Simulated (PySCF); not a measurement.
# C₇H₇FN₂: magnetic properties

Aim: compute the magnetic properties of C₇H₇FN₂ (`Fc1cnnc(C2CC2)c1`).

Programs: PySCF 2.14.0, with routines of our own; each step states its level. All values are computed. Atoms count from 0.

### 1 The system as given

17 atoms, charge 0, multiplicity 1; geometry from: GFN2-xTB.

### 2 Magnetic properties: GIAO BHandHLYP/pcSseg-1

Job settings and geometry (Å):

```
{"job": {"kind": "mag", "xc": "BHandHLYP", "basis": "pcSseg-1", "isotopologues": 0}, "charge": 0, "multiplicity": 1}
F      3.730102    -0.741494     0.312891
C      2.550524    -0.157155     0.048013
C      2.507572     1.105694    -0.542842
N      1.357561     1.689003    -0.808710
N      0.234212     1.111634    -0.530425
C      0.192761    -0.090776     0.034487
C     -1.130577    -0.660842     0.313515
C     -2.267471    -0.348782    -0.630858
C     -2.248846     0.270757     0.719165
C      1.367930    -0.789130     0.354070
H      3.405011     1.646990    -0.799470
H     -1.106376    -1.644821     0.764993
H     -2.030573     0.282468    -1.472541
H     -2.975566    -1.136377    -0.838802
H     -2.943383    -0.078370     1.467708
H     -1.999630     1.317885     0.784817
H      1.349751    -1.764655     0.814079
```

With the program's defaults for keys left out, this is: GIAO BHandHLYP/pcSseg-1 magnetisability, rotational g tensor and spin-rotation constants, non-relativistic, gas phase.

Started as:

```sh
$ OMP_NUM_THREADS=1 python excited_run.py task.json out
```

The driver reads the jobs from task.json and runs them one after another.

Standard output:

```text
coarse grid: 15152 points
cycle   1  E = -479.7654113569  dE =  2.364e+00  |g| = 5.877e-01  |ddm| = 4.002e+00
cycle   2  E = -479.7761734537  dE = -1.076e-02  |g| = 6.053e-01  |ddm| = 1.059e+00
cycle   3  E = -479.8417696265  dE = -6.560e-02  |g| = 1.026e-01  |ddm| = 6.003e-01
cycle   4  E = -479.8435652926  dE = -1.796e-03  |g| = 5.446e-02  |ddm| = 1.132e-01
cycle   5  E = -479.8442269046  dE = -6.616e-04  |g| = 1.169e-02  |ddm| = 6.482e-02
cycle   6  E = -479.8442575692  dE = -3.066e-05  |g| = 3.631e-03  |ddm| = 1.465e-02
cycle   7  E = -479.8442603709  dE = -2.802e-06  |g| = 8.327e-04  |ddm| = 3.776e-03
final grid: 149648 points
cycle   8  E = -479.8979393761  dE = -2.411e-05  |g| = 3.812e-03  |ddm| = 2.654e-02
cycle   9  E = -479.8979399116  dE = -5.355e-07  |g| = 3.779e-03  |ddm| = 6.845e-03
cycle  10  E = -479.8979425484  dE = -2.637e-06  |g| = 3.480e-04  |ddm| = 2.934e-03
cycle  11  E = -479.8979425663  dE = -1.791e-08  |g| = 1.502e-04  |ddm| = 3.942e-04
cycle  12  E = -479.8979425708  dE = -4.532e-09  |g| = 3.266e-05  |ddm| = 1.757e-04
cycle  13  E = -479.8979425711  dE = -2.906e-10  |g| = 8.652e-06  |ddm| = 4.522e-05
converged SCF energy = -479.8979425711

Magnetisability tensor (1e-30 J/T^2)
    -1060.75       -7.98       -2.45
       -7.98    -1266.71     -331.29
       -2.45     -331.29    -1816.06
isotropic -1381.17   principal values   -1971.77  -1111.78  -1059.96
isotropic susceptibility -83.176 1e-6 cm^3/mol

Inertial axes            a          b          c
rot. const./GHz      3.4406     0.8492     0.7190
chi total           -63.890    -66.896   -118.742
chi diamagnetic    -455.644  -1468.794  -1711.706
chi paramagnetic    391.755   1401.898   1592.963
quadrupole/D A        4.179     -3.895     -0.284
g nuclear            0.5665     0.5459     0.5436
g electronic        -0.6332    -0.5593    -0.5381
g total             -0.0668    -0.0134     0.0055

Spin-rotation constants (kHz, H = +C I.J)
atom  isotope        aa         bb         cc
  0    19F        3.263      1.023      0.319
  3    14N        1.516      0.218      0.020
  4    14N        1.151      0.259      0.019
 10     1H        0.264     -0.039     -0.070
 11     1H       -0.347      0.013     -0.082
 12     1H       -0.296     -0.028     -0.054
 13     1H       -0.184     -0.069     -0.050
 14     1H       -0.187     -0.068     -0.051
 15     1H       -0.298     -0.030     -0.053
 16     1H       -0.390      0.096     -0.079
  1    13C*       1.615      0.375      0.160
  2    13C*       1.643      0.316      0.112
  5    13C*       1.783      0.413      0.104
  6    13C*       0.516      0.097      0.111
  7    13C*       0.397      0.083      0.141
  9    13C*       1.101      0.372      0.091
* in the singly substituted isotopologue
```

Wall time 46 s (1 thread of Arm Neoverse V1, shared host); peak memory 0.98 GiB.

From this job:

```
              quantity                     value
       magnetisability          -1381·10⁻³⁰ J/T²
  molar susceptibility        -83.2·10⁻⁶ cm³/mol
rotational g (a, b, c)  -0.0668, -0.0134, 0.0055
```

The fields below are evaluated on a grid from the run's orbitals.

Frontier orbitals at BHandHLYP/pcSseg-1, with the share of their density that lies nearest to each atom:

```
orbital  energy (eV)                                        lies on
   HOMO        -8.45  N3, N4 about 39 % each; C2, C5 about 7 % each
   LUMO        -0.34       N3 27 %; C1, C9 about 18 % each; N4 16 %
```

ELF in a plane through or near 11 of the atoms.

Ten even steps from '0' (0.00) to '9' (1.00):
```
0000000000000000000000000000
0000000000000000000000000000
0000000001200000000000000000
0000000017850000000000000000
0000000039971021000000000000
0001896119981586000000000000
0006999635456897000000000000
0007999728684584002442000000
0002788365337740016873000000
0000002785016544247962000000
0000222424557478145310000000
0003787627519775523000000000
0003783748344426995000000000
0001588712899408999000000000
0000257503999708999000000000
0000001002999601673000000000
0000000000486100000000000000
0000000000000000000000000000
0000000000000000000000000000
0000000000000000000000000000
```
The map spans 12.4 Å across and 9.4 Å up, centred on the molecule. Atoms in the plane (x, y in Å): F0 (-3.6, -1.3), C1 (-2.5, -0.5), C2 (-2.7, 0.9), N3 (-1.6, 1.7), N4 (-0.4, 1.2), C5 (-0.2, -0.1), C6 (1.2, -0.6), C9 (-1.2, -1.0), H10 (-3.6, 1.3), H11 (1.3, -1.6), H16 (-1.1, -2.1).

On the surface of density 0.002 e/bohr³ the electrostatic potential runs, from the 1st to the 99th percentile, from -1.78 V near N3 to 1.41 V near H16.

### 3 Magnetic properties: GIAO BLYP/6-31G, grid 1

The job, as its differences from that of step 2:

```diff
@@ -1,2 +1,2 @@
-{"job": {"kind": "mag", "xc": "BHandHLYP", "basis": "pcSseg-1", "isotopologues": 0}, "charge": 0, "multiplicity": 1}
+{"job": {"kind": "mag", "xc": "BLYP", "basis": "6-31G", "grid": 1, "scf": {"guess": "huckel"}}, "charge": 0, "multiplicity": 1}
 F      3.730102    -0.741494     0.312891
```

Level: GIAO BLYP/6-31G magnetisability, rotational g tensor and spin-rotation constants, non-relativistic, gas phase.

Standard output:

```text
final grid: 69104 points
cycle   1  E = -458.2362734879  dE =  1.712e+01  |g| = 8.487e+00  |ddm| = 1.765e+01
cycle   2  E = -381.7247089711  dE =  7.651e+01  |g| = 1.039e+01  |ddm| = 7.273e+01
cycle   3  E = -392.4500924780  dE = -1.073e+01  |g| = 1.063e+01  |ddm| = 9.251e+01
cycle   4  E = -469.4294463000  dE = -7.698e+01  |g| = 5.049e+00  |ddm| = 5.849e+01
cycle   5  E = -453.1914222106  dE =  1.624e+01  |g| = 6.890e+00  |ddm| = 1.523e+01
cycle   6  E = -479.2877418723  dE = -2.610e+01  |g| = 1.690e+00  |ddm| = 1.341e+01
cycle   7  E = -476.8726319568  dE =  2.415e+00  |g| = 2.514e+00  |ddm| = 3.871e+00
cycle   8  E = -479.8102385953  dE = -2.938e+00  |g| = 6.475e-01  |ddm| = 3.379e+00
cycle   9  E = -479.8023112680  dE =  7.927e-03  |g| = 7.257e-01  |ddm| = 1.890e+00
cycle  10  E = -479.9143919002  dE = -1.121e-01  |g| = 2.240e-01  |ddm| = 8.142e-01
cycle  11  E = -479.9232840097  dE = -8.892e-03  |g| = 1.293e-01  |ddm| = 3.241e-01
cycle  12  E = -479.9272234453  dE = -3.939e-03  |g| = 5.082e-02  |ddm| = 1.971e-01
cycle  13  E = -479.9275985390  dE = -3.751e-04  |g| = 2.725e-02  |ddm| = 7.903e-02
cycle  14  E = -479.9277570563  dE = -1.585e-04  |g| = 5.487e-03  |ddm| = 2.795e-02
cycle  15  E = -479.9277650868  dE = -8.030e-06  |g| = 2.321e-03  |ddm| = 9.397e-03
cycle  16  E = -479.9277663030  dE = -1.216e-06  |g| = 8.608e-04  |ddm| = 3.959e-03
cycle  17  E = -479.9277665251  dE = -2.221e-07  |g| = 1.238e-04  |ddm| = 1.248e-03
cycle  18  E = -479.9277665242  dE =  8.400e-10  |g| = 1.404e-04  |ddm| = 4.084e-04
cycle  19  E = -479.9277665295  dE = -5.299e-09  |g| = 4.171e-05  |ddm| = 1.847e-04
cycle  20  E = -479.9277665300  dE = -5.084e-10  |g| = 1.249e-05  |ddm| = 6.197e-05
converged SCF energy = -479.9277665300

Magnetisability tensor (1e-30 J/T^2)
     -988.11       21.80      -16.43
       21.80    -1224.07     -317.16
      -16.43     -317.16    -1749.23
isotropic -1320.47   principal values   -1898.43  -1082.46   -980.52
isotropic susceptibility -79.521 1e-6 cm^3/mol

Inertial axes            a          b          c
rot. const./GHz      3.4406     0.8492     0.7190
chi total           -59.457    -64.779   -114.326
chi diamagnetic    -454.347  -1466.769  -1711.412
chi paramagnetic    394.889   1401.990   1597.086
quadrupole/D A        4.022     -5.287      1.265
g nuclear            0.5665     0.5459     0.5436
g electronic        -0.6383    -0.5593    -0.5395
g total             -0.0718    -0.0134     0.0041

Spin-rotation constants (kHz, H = +C I.J)
atom  isotope        aa         bb         cc
  0    19F        4.187      1.237      0.385
  3    14N        1.423      0.185      0.021
  4    14N        1.038      0.241      0.018
 10     1H        0.257     -0.042     -0.080
 11     1H       -0.372      0.015     -0.087
 12     1H       -0.315     -0.030     -0.057
 13     1H       -0.187     -0.075     -0.054
 14     1H       -0.190     -0.074     -0.054
 15     1H       -0.316     -0.032     -0.056
 16     1H       -0.406      0.087     -0.090
  1    13C*       1.383      0.353      0.147
  2    13C*       1.486      0.275      0.103
  5    13C*       1.528      0.379      0.098
  6    13C*       0.538      0.100      0.106
  7    13C*       0.381      0.083      0.135
  9    13C*       0.995      0.324      0.084
* in the singly substituted isotopologue
```

Wall time 29 s (1 thread of Arm Neoverse V1, shared host); peak memory 0.49 GiB.

In short:

```csv
quantity,value
magnetisability,-1320·10⁻³⁰ J/T²
molar susceptibility,-79.5·10⁻⁶ cm³/mol
"rotational g (a, b, c)","-0.0718, -0.0134, 0.0041"
```

### 4 Magnetic properties side by side

| level | ξ (10⁻³⁰ J/T²) | g(a) | g(b) | gap (eV) | functions | time |
| --- | --- | --- | --- | --- | --- | --- |
| GIAO BHandHLYP/pcSseg-1 | -1381 | -0.0668 | -0.0134 | 8.11 | 205 | 46 s |
| GIAO BLYP/6-31G, grid 1 | -1320 | -0.0718 | -0.0134 | 2.67 | 104 | 29 s |

### 5 Outcome

```
                                                quantity                      value
       magnetisability (step 2, GIAO BHandHLYP/pcSseg-1)           -1381·10⁻³⁰ J/T²
  molar susceptibility (step 2, GIAO BHandHLYP/pcSseg-1)         -83.2·10⁻⁶ cm³/mol
rotational g (a, b, c) (step 2, GIAO BHandHLYP/pcSseg-1)   -0.0668, -0.0134, 0.0055
                   surface potential, 1st and 99th percentile         -1.78 V and 1.41 V
                         magnetisability over the levels  -1381 to -1320·10⁻³⁰ J/T²
```

At BHandHLYP/pcSseg-1, counted by nearest atom on the grid, the HOMO lies on N3, N4 about 39 % each; C2, C5 about 7 % each, the LUMO on N3 27 %; C1, C9 about 18 % each. The magnetisability spreads by 4.5 % over 2 levels, from GIAO BHandHLYP/pcSseg-1 (46 s) to GIAO BLYP/6-31G, grid 1 (29 s); the runs took 29 s to 46 s. Two levels can agree by chance, so this spread shows no convergence. Vibrational averaging and real surroundings are missing from these values.
